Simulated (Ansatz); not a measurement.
B2P, 3 atoms in the cell. Symmetry: R-3m, No. 166, trigonal system. Conventional cell: a = 3.030 Å, b = 3.030 Å, c = 11.775 Å, α = 90.00°, β = 90.00°, γ = 120.00°. Around B (site symmetry 3m) lie 1 B at 1.66 Å. P (site symmetry -3m) has 6 B at 2.08 Å as nearest neighbours. The cell was built by a generator and needn't be a form met in nature.

```yaml
Program: Ansatz 0.2.0
Task: band structure
Functional: revPBE
Potentials_or_basis: Ansatz PAW
Cutoff: "420 eV (not typed: the program's choice for these potentials)"
k_mesh: 10 × 10 × 10
Occupations: fermi-dirac, width 0.05 eV
Spin: no spin polarisation
Path: "[[\"G\", \"L\", \"B1\"], [\"B\", \"Z\", \"G\", \"X\"], [\"Q\", \"F\", \"P1\", \"Z\"], [\"L\", \"P\"]]"
Points_for_each_segment_of_the_path: 14
```

Potentials or basis: Ansatz PAW.

Launch:

```console
$ ansatz run input.yaml --threads 2 --pin off --max-ram 5632MiB --backend cpu --events-out ev --progress --plain --runs-dir out
```

Hardware: 2 threads of Arm Neoverse V2, on a shared host.

Question: How long does it take, and how much memory?

Answer: It took 2.2 s on 2 threads of Arm Neoverse V2, on a shared host, peak memory 0.33 GiB. Counts: scf iterations 7, plane waves 625, k points 116, bands 13.
